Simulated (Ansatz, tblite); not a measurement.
**The cluster H12Au13+: spin states and exact exchange**

Aim: set other spin states of the cluster H12Au13+ against its singlet, on many levels of theory.

Program: Ansatz 0.2.0, Gaussian basis. Level of theory: as each input shows. These are calculated values, not measurements.

Plan: triplet, at the geometry of the singlet (GFN1-xTB, GFN2-xTB, PBE0-D4/def2-TZVP, PBE-D4/def2-TZVP); the singlet's energies come from earlier runs.

## 1. The structure

The singlet was relaxed beforehand with PBE-D4/def2-SVP.

25 atoms, charge 1, spin multiplicity 1.

Bond lengths: Au1–Au2 3.040 Å, Au1–Au3 2.833 Å, Au1–Au5 3.060 Å, Au1–Au7 3.015 Å, Au1–Au10 2.716 Å, Au1–Au11 2.869 Å, Au1–Au13 2.776 Å, Au2–Au12 2.795 Å, Au2–Au13 2.763 Å, Au2–H14 1.724 Å, Au2–H25 1.774 Å, Au3–Au7 2.658 Å, Au3–Au10 2.930 Å, Au3–Au11 3.016 Å, Au3–H15 1.591 Å, Au4–Au6 2.787 Å, Au4–Au8 2.867 Å, Au4–Au13 3.027 Å and more. Angles: Au2–Au1–Au3 116.1°, Au2–Au1–Au5 127.9°, Au2–Au1–Au7 115.4°, Au2–Au1–Au10 121.9°, Au2–Au1–Au11 176.5°, Au2–Au1–Au13 56.5°, Au3–Au1–Au5 112.2°, Au3–Au1–Au7 54.0°, Au3–Au1–Au10 63.7°, Au3–Au1–Au11 63.9°, Au3–Au1–Au13 111.5°, Au5–Au1–Au7 107.9°, Au5–Au1–Au10 65.5°, Au5–Au1–Au11 53.6°, Au5–Au1–Au13 120.1°, Au7–Au1–Au10 108.1°, Au7–Au1–Au11 61.5°, Au7–Au1–Au13 69.6° and more.

Au takes a core potential in the def2 sets. No spin-orbit coupling is included. The ion is computed in the gas phase, without counter-ions or solvent.

## 2. Triplet at the fixed geometry, GFN1-xTB

Tight binding, by tblite at 300 K electronic temperature and without a spin-polarisation term:

```python
tblite.interface.Calculator('GFN1-xTB', numbers, positions, charge=1, uhf=2).singlepoint()
```

Energy -1562.1858 eV; 0.13 s.

## 3. Triplet at the fixed geometry, GFN2-xTB

Tight binding, by tblite at 300 K electronic temperature and without a spin-polarisation term:

```python
tblite.interface.Calculator('GFN2-xTB', numbers, positions, charge=1, uhf=2).singlepoint()
```

Energy -1526.7282 eV; 0.11 s.

## 4. Triplet at the fixed geometry, PBE0-D4/def2-TZVP

The input, in.yaml:

```yaml
crystal:
  periodic: [false, false, false]
  atoms:
    - {symbol: Au, position_ang: [0.607677, 0.285483, 0.162491]}
    - {symbol: Au, position_ang: [1.369709, -0.561868, -2.656162]}
    - {symbol: Au, position_ang: [2.756435, 0.892498, 1.906685]}
    - {symbol: Au, position_ang: [-2.361896, 1.579082, -1.325909]}
    - {symbol: Au, position_ang: [-1.972945, -0.342189, 1.681995]}
    - {symbol: Au, position_ang: [-0.819128, 3.653014, -0.283134]}
    - {symbol: Au, position_ang: [1.510191, 3.046099, 0.970628]}
    - {symbol: Au, position_ang: [-2.120644, -1.247917, -0.912272]}
    - {symbol: Au, position_ang: [1.195485, -3.620344, 0.862749]}
    - {symbol: Au, position_ang: [0.930010, -1.365844, 2.295203]}
    - {symbol: Au, position_ang: [-0.111862, 1.253397, 2.765395]}
    - {symbol: Au, position_ang: [0.108449, -2.777792, -1.510648]}
    - {symbol: Au, position_ang: [0.554540, 2.000543, -2.019513]}
    - {symbol: H, position_ang: [1.509581, -2.279465, -2.610105]}
    - {symbol: H, position_ang: [4.001353, 1.736426, 2.426004]}
    - {symbol: H, position_ang: [-2.928889, 0.074423, -1.878078]}
    - {symbol: H, position_ang: [-3.106199, -1.181333, 0.795960]}
    - {symbol: H, position_ang: [-2.280919, 3.343997, -1.125066]}
    - {symbol: H, position_ang: [0.632942, 4.426921, 0.462643]}
    - {symbol: H, position_ang: [-1.371196, -2.799207, -0.492331]}
    - {symbol: H, position_ang: [1.036759, -4.207228, -0.744975]}
    - {symbol: H, position_ang: [1.385703, -3.064622, 2.550180]}
    - {symbol: H, position_ang: [-1.020177, 1.723635, 3.994330]}
    - {symbol: H, position_ang: [-1.159848, -1.717823, -2.281759]}
    - {symbol: H, position_ang: [1.617570, 1.147713, -3.058008]}
basis:
  gaussian: {orbitals: def2-TZVP, fitting: {mean_field: def2-universal-jkfit}}
total_charge: 1
magnetization: {spin_polarized: true, initial_magnetization: 2}
hamiltonian: {xc: pbe0, dispersion: d4}
scf: {omitted_lower_state_checks: [starts]}
output: {orbitals: {seedname: orbitals}}
```

The run is started by

```sh
$ ansatz run in.yaml --threads 2 --pin off --events-out ev --progress --plain --max-ram 32768MiB --backend cuda --devices 0, --max-vram 18GiB
```

Standard output:

```text
Functional definition: PBE0
  name "PBE0"
  cite "Adamo & Barone, J. Chem. Phys. 110, 6158 (1999) doi:10.1063/1.478522"
  cite "Perdew, Burke & Ernzerhof, Phys. Rev. Lett. 77, 3865 (1996) doi:10.1103/PhysRevLett.77.3865"
  parent pbe
  parameter a = 0.25
  parameter kappa = 0.804
  parameter beta = 0.06672455060314922
  exchange = (1 - a)*pbe_x(kappa = kappa, mu = beta*pi^2/3) + a*exact_x
  correlation = pbe_c(beta = beta)
these checks for a lower state are left out or cut short: starts
3427 factors; integrals over basis functions are off by at most 4.1e-1 eV
mean field evaluation 1: about -48205.0127 eV, gradient 4.4e1 eV
mean field evaluation 2: about -48171.8604 eV, gradient 1.1e2 eV
mean field evaluation 4: about -48212.2088 eV, gradient 4.4e0 eV
mean field evaluation 8: about -48212.2908 eV, gradient 4.1e-1 eV
mean field evaluation 16: about -48212.2941 eV, gradient 1.7e-2 eV
mean field evaluation 32: about -48212.2942 eV, gradient 4.2e-5 eV
mean field -48212.29415543 eV, -1771.7691307452 hartree, gradient 5.1e-6 eV, S^2 2.014969; 0 other end points of the search recorded, 0 dependent functions left out
reference -48212.29423212 eV, -1771.7691335637 hartree; 130, 128 occupied and 462, 464 virtual orbitals, 3427 factors
Total energy: -48214.66583789 eV, -1771.8562884681 hartree
Checks for a lower state left out: starts
```

Run time: 16 s. Hardware: 1 × H100 (card shared with other runs) with 2 threads of AMD EPYC 7R13, shared host; peak host memory 1.4 GiB.

HOMO -8.24 eV, LUMO -8.88 eV (over both spins; with the spin held, an empty level of the minority spin lies below the top filled one); ⟨S²⟩ 2.015 (pure: 2.00).

## 5. Triplet at the fixed geometry, PBE-D4/def2-TZVP

start.molden holds the orbitals of an earlier run on this state, given as this run's starting guess.

Changes to in.yaml since step 4:

```diff
@@ -29,6 +29,6 @@
 basis:
-  gaussian: {orbitals: def2-TZVP, fitting: {mean_field: def2-universal-jkfit}}
+  gaussian: {orbitals: def2-TZVP, fitting: {mean_field: def2-universal-jkfit}, initial_orbitals: start.molden}
 total_charge: 1
 magnetization: {spin_polarized: true, initial_magnetization: 2}
-hamiltonian: {xc: pbe0, dispersion: d4}
+hamiltonian: {xc: pbe, dispersion: d4}
 scf: {omitted_lower_state_checks: [starts]}
```

Same command.

Standard output:

```text
Functional definition: PBE
  name "PBE"
  cite "Perdew, Burke & Ernzerhof, Phys. Rev. Lett. 77, 3865 (1996) doi:10.1103/PhysRevLett.77.3865"
  parent pbe
  parameter kappa = 0.804
  parameter beta = 0.06672455060314922
  exchange = pbe_x(kappa = kappa, mu = beta*pi^2/3)
  correlation = pbe_c(beta = beta)
these checks for a lower state are left out or cut short: starts
3427 factors; integrals over basis functions are off by at most 4.1e-1 eV
mean field evaluation 1: about -48229.1212 eV, gradient 1.3e1 eV
mean field evaluation 2: about -48229.8186 eV, gradient 9.9e-1 eV
mean field evaluation 4: about -48229.8339 eV, gradient 8.5e-2 eV
mean field evaluation 8: about -48229.8343 eV, gradient 7.2e-5 eV
mean field evaluation 16: about -48229.8343 eV, gradient 9.4e-6 eV
mean field -48229.83427000 eV, -1772.4137180667 hartree, gradient 9.4e-6 eV, S^2 2.002950; 0 other end points of the search recorded, 0 dependent functions left out
reference -48229.83436996 eV, -1772.4137217400 hartree; 130, 128 occupied and 462, 464 virtual orbitals, 3427 factors
Total energy: -48232.46685605 eV, -1772.5104638197 hartree
Checks for a lower state left out: starts
```

Wall time 13 s (1 × H100 (card shared with other runs) with 2 threads of AMD EPYC 7R13, shared host); peak host memory 1.3 GiB.

Report: HOMO -7.76 eV, LUMO -9.25 eV (over both spins; with the spin held, an empty level of the minority spin lies below the top filled one); ⟨S²⟩ 2.003 (pure: 2.00).

## 6. Triplet less singlet, vertical

The singlet's energies are those of its earlier runs, whose logs aren't repeated here.

```tsv
level	triplet less singlet, vertical (kcal/mol)	time
GFN1-xTB	+25.2	0.24 s
GFN2-xTB	+43.6	0.2 s
PBE-D4/def2-TZVP	+34.2	18 s
PBE0-D4/def2-TZVP	+39.0	25 s
```

Times add the two runs; a level without a time comes out of a correlated run. Tight binding without a spin term can't rank spin states.

## 7. Results

```
                                                quantity                                       value
triplet less singlet, vertical, functionals in def2-TZVP  +34.2 (PBE-D4) to +39.0 kcal/mol (PBE0-D4)
```

All functionals put the triplet above the singlet, over a spread of 4.8 kcal/mol. The checks for a lower triplet were left out, so another state of that spin may lie lower. The singlet here is a closed shell; an open-shell singlet can lie lower. These are electronic energies, without zero-point motion, entropy or surroundings. Spin-orbit coupling is left out too; for so heavy a metal it can shift spin gaps by tenths of an eV.
